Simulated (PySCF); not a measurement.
# WOF: relaxation and vibrations of the quartet

Where does quartet WOF go from a bent start, is the end point a minimum, and what are its modes, charges and moments?

Program: PySCF 2.14.0. Level of theory: PBE0, basis W def2-TZVP with ECP60, O def2-TZVP, F def2-TZVP, scalar-relativistic core potentials, no spin–orbit coupling, density fitting. These are calculated values, not measurements.

### Step 1. Where the work starts

3 atoms, charge 0, spin multiplicity 4.

Bond lengths: W1–O2 1.770 Å, W1–F3 2.010 Å. Angles: O2–W1–F3 110.0°.

Coordinates in bohr (charge 0 multiplicity 4):
```
W     0.0000    0.0000    0.0000
O    -2.7399    0.0000    1.9184
F     3.1114    0.0000    2.1787
```

### Step 2. First SCF at the start

One driver script runs all steps and calls PySCF; scf.py shows how it sets up the SCF of each step. The optimiser is the driver's own. After this first run the driver tries any further starts and a stability analysis.

File scf.py:

```python
from pyscf import gto, scf, dft
mol = gto.M(atom='''
W      0.000000     0.000000     0.000000
O     -1.449900     0.000000     1.015200
F      1.646500     0.000000     1.152900''',
    basis={'W': 'def2-TZVP', 'O': 'def2-TZVP', 'F': 'def2-TZVP'},
    ecp={'W': 'def2-TZVP'},
    charge=0, spin=3)
mf = dft.UKS(mol, xc='PBE0')
mf.grids.atom_grid = (50, 194)
aux = {'W': 'def2-universal-JKFIT', 'O': 'def2-universal-JKFIT', 'F': 'def2-universal-JKFIT'}
mf = mf.density_fit(auxbasis=aux)
mf.conv_tol = 1e-08
mf.diis_space = 10
mf.max_cycle = 60
mf.init_guess = 'minao'
mf.verbose = 4
mf.kernel()
```

Run with:

```console
$ OMP_NUM_THREADS=4 python axn.py task.json out
```

The program printed:

```text
init E= -222.811373832039
[... the frontier-level lines of each cycle are left out ...]
cycle= 1 E= -241.581223074124  delta_E= -18.8  |g|= 1.06  |ddm|=  5.2
cycle= 2 E= -232.431412578638  delta_E= 9.15  |g|= 4.17  |ddm|= 2.96
cycle= 3 E= -242.033383158833  delta_E= -9.6  |g|= 0.201  |ddm|= 2.57
cycle= 4 E= -242.045096492991  delta_E= -0.0117  |g|= 0.0998  |ddm|= 0.314
cycle= 5 E= -242.046628039925  delta_E= -0.00153  |g|= 0.0902  |ddm|= 0.109
cycle= 6 E= -242.049627320545  delta_E= -0.003  |g|= 0.0253  |ddm|= 0.0361
cycle= 7 E= -242.049979994718  delta_E= -0.000353  |g|= 0.0113  |ddm|= 0.0209
cycle= 8 E= -242.050100036201  delta_E= -0.00012  |g|= 0.00367  |ddm|= 0.0151
cycle= 9 E= -242.050133763477  delta_E= -3.37e-05  |g|= 0.00172  |ddm|= 0.00844
cycle= 10 E= -242.050148650177  delta_E= -1.49e-05  |g|= 0.000502  |ddm|= 0.00835
cycle= 11 E= -242.050149349326  delta_E= -6.99e-07  |g|= 0.000416  |ddm|= 0.0017
cycle= 12 E= -242.050149515907  delta_E= -1.67e-07  |g|= 6e-05  |ddm|= 0.000886
cycle= 13 E= -242.050149525885  delta_E= -9.98e-09  |g|= 2.07e-05  |ddm|= 0.000271
Extra cycle  E= -242.050149526451  delta_E= -5.66e-10  |g|= 4.43e-05  |ddm|= 8.07e-05
converged SCF energy = -242.050149526451  <S^2> = 3.7935096  2S+1 = 4.021696
```

This step, with its further starts and checks, took 7.9 s on 4 threads of Arm Neoverse V1, shared host.

The starts that the driver tried:

| start | energy (Eh) |
| --- | --- |
| the minimal-basis guess | -242.050150 |
| a thermally smeared density | -242.050150 |
| a smeared PBE density | -242.050150 |

No lower solution of this spin turned up from the other starts or in the test of internal stability.

### Step 3. Relaxing the quartet from the bent start

The program finds Cs symmetry in the start, which this walk keeps.

Edit scf.py of step 2 so:

```diff
@@ -3,3 +3,3 @@
-W      0.000000     0.000000     0.000000
-O     -1.449900     0.000000     1.015200
-F      1.646500     0.000000     1.152900''',
+W     -0.036949     0.000000    -0.174206
+O     -1.486849     0.000000     0.840994
+F      1.609551     0.000000     0.978694''',
@@ -16 +15,0 @@
-mf.init_guess = 'minao'
```

The optimiser's trace:

| step | energy (Eh) | change (kJ/mol) | largest symmetric gradient (Eh/bohr) |
| --- | --- | --- | --- |
| 0 | -242.050150 | 0.00 | 0.11019 |
| 1 | -242.076368 | -68.84 | 0.03280 |
| 2 | -242.083364 | -87.21 | 0.03067 |
| 3 | -242.085074 | -91.69 | 0.01367 |
| 4 | -242.085611 | -93.10 | 0.00231 |
| 5 | -242.085655 | -93.22 | 0.00242 |
| 6 | -242.085663 | -93.24 | 0.00014 |
| 7 | -242.085663 | -93.24 | 0.00001 |

The walk took 13 s.

Geometry (Å) and forces (eV/Å) at some steps:

```
step 0
W   -0.037   0.000  -0.174  -1.592   0.000   5.666
O   -1.487   0.000   0.841   3.098   0.000  -3.468
F    1.610   0.000   0.979  -1.506   0.000  -2.198
step 1
W   -0.039   0.000  -0.024   1.684   0.000   0.780
O   -1.502   0.000   0.760  -1.513   0.000   0.022
F    1.627   0.000   0.910  -0.172   0.000  -0.802
step 4
W   -0.024   0.000   0.180   0.025   0.000   0.013
O   -1.648   0.000   0.651  -0.119   0.000  -0.010
F    1.758   0.000   0.814   0.093   0.000  -0.003
step 7
W   -0.025   0.000   0.200   0.001   0.000   0.000
O   -1.661   0.000   0.640   0.000   0.000  -0.005
F    1.771   0.000   0.806  -0.001   0.000   0.005
```

End point (Cs, 7 steps, 93.2 kJ/mol gained): W–F 1.896 Å, W–O 1.694 Å; F–W–O 146.3°.

### Step 4. Is it a minimum? Harmonic modes

On the finer grid the gradient is checked again; gradients at displacements of ±0.02 bohr then give force constants and infrared intensities.

Edit scf.py of step 3 so:

```diff
@@ -3,3 +3,3 @@
-W     -0.036949     0.000000    -0.174206
-O     -1.486849     0.000000     0.840994
-F      1.609551     0.000000     0.978694''',
+W     -0.036476     0.000000    -0.082314
+O     -1.673534     0.000000     0.353597
+F      1.761207     0.000000     0.519799''',
@@ -10 +10 @@
-mf.grids.atom_grid = (50, 194)
+mf.grids.atom_grid = (75, 302)
@@ -13 +13 @@
-mf.conv_tol = 1e-08
+mf.conv_tol = 1e-10
```

This SCF starts from the last density.

SCF at the final geometry:

```text
init E= -242.085575721124
[... the frontier-level lines of each cycle are left out ...]
cycle= 1 E= -242.085575721122  delta_E= 2.61e-12  |g|= 3.34e-06  |ddm|= 3.1e-06
Extra cycle  E= -242.085575721112  delta_E= 1e-11  |g|= 6.67e-06  |ddm|= 5.3e-06
converged SCF energy = -242.085575721112  <S^2> = 3.7762143  2S+1 = 4.0130857
```

The whole step took 37 s.

Geometry: Cs; W–F 1.896 Å, W–O 1.694 Å; F–W–O 146.6°.

Harmonic modes (main isotopes):

```json
{"symmetry": "a'", "ω (cm⁻¹)": "146", "IR (km/mol)": "4.9", "μ (u)": "19.51", "type": "bend"}
{"symmetry": "a'", "ω (cm⁻¹)": "644", "IR (km/mol)": "137", "μ (u)": "20.79", "type": "stretch"}
{"symmetry": "a'", "ω (cm⁻¹)": "1039", "IR (km/mol)": "142", "μ (u)": "17.15", "type": "stretch"}
```

All wavenumbers are real: a minimum.

Constants and moments:

* Dipole moment: 1.51 D
* Highest occupied level: -7.13 eV
* Lowest empty level: -3.18 eV
* Rotational constants: 2.209, 0.161, 0.15 cm⁻¹
* Zero-point energy: 10.9 kJ/mol
* Principal polarisabilities: 40.1, 40.2, 45.4 bohr³
* Atomisation energy without zero-point energy: 1262 kJ/mol
* Principal traceless quadrupole moments about the centre of mass: -10.32, 4.13, 6.19 D Å
* Entropy at 298.15 K and 1 bar (electronic part: spin only): 296.8 J/(mol K)
* Heat capacity Cp at 298.15 K: 46.6 J/(mol K)
* Enthalpy at 298.15 K above 0 K: 12.06 kJ/mol
* Rotational symmetry number: 1
* Spin squared ⟨S²⟩: 3.776

Populations by atom (charges in e):

```json
{"atom": "W1", "Mulliken": "0.92", "Löwdin": "0.60", "polar tensor": "1.28", "spin (Mulliken)": "3.21", "Mayer order to W1": "–"}
{"atom": "O2", "Mulliken": "-0.48", "Löwdin": "-0.30", "polar tensor": "-0.68", "spin (Mulliken)": "-0.19", "Mayer order to W1": "2.23"}
{"atom": "F3", "Mulliken": "-0.45", "Löwdin": "-0.30", "polar tensor": "-0.60", "spin (Mulliken)": "-0.02", "Mayer order to W1": "0.89"}
```

Outer orbital energies (eV). α occupied: -12.54, -12.49, -10.63, -10.51, -10.20, -7.65, -7.45, -7.13; empty: -2.13, -1.62, -0.16, 0.01. β occupied: -32.28, -25.92, -13.44, -12.37, -12.33, -10.65, -10.58, -10.07; empty: -3.18, -2.06, -2.03, -1.00.

Mulliken populations on W1 (outside its core potential): s 2.78, p 6.26, d 3.93, f 0.10.

### Step 5. Summary of results

```
                                          quantity                                   value
                                           minimum                             quartet, Cs
                                          geometry  W–F 1.896 Å, W–O 1.694 Å; F–W–O 146.6°
                                wavenumbers (cm⁻¹)           146 (a'), 644 (a'), 1039 (a')
                                     dipole moment                                  1.51 D
highest occupied, lowest empty level (either spin)                         -7.13, -3.18 eV
                         polar-tensor charge of W1                                 +1.28 e
                                 zero-point energy                             10.9 kJ/mol
                               entropy at 298.15 K                         296.8 J/(mol K)
         atomisation energy (no zero-point energy)                             1262 kJ/mol
                                              ⟨S²⟩                                   3.776
```

The bent start keeps its Cs symmetry and ends in a minimum. In the infrared the band at 1039 cm⁻¹ (a', stretch) leads. Most of the spin sits on W1 (Mulliken spin 3.21, against 3 for the whole molecule). Other starts or spin states, not run here, may lie lower. One determinant may miss the lowest occupation of an open d or f shell. Spin–orbit coupling, left out here, can matter for elements this heavy.

The search up to here took 58 s.
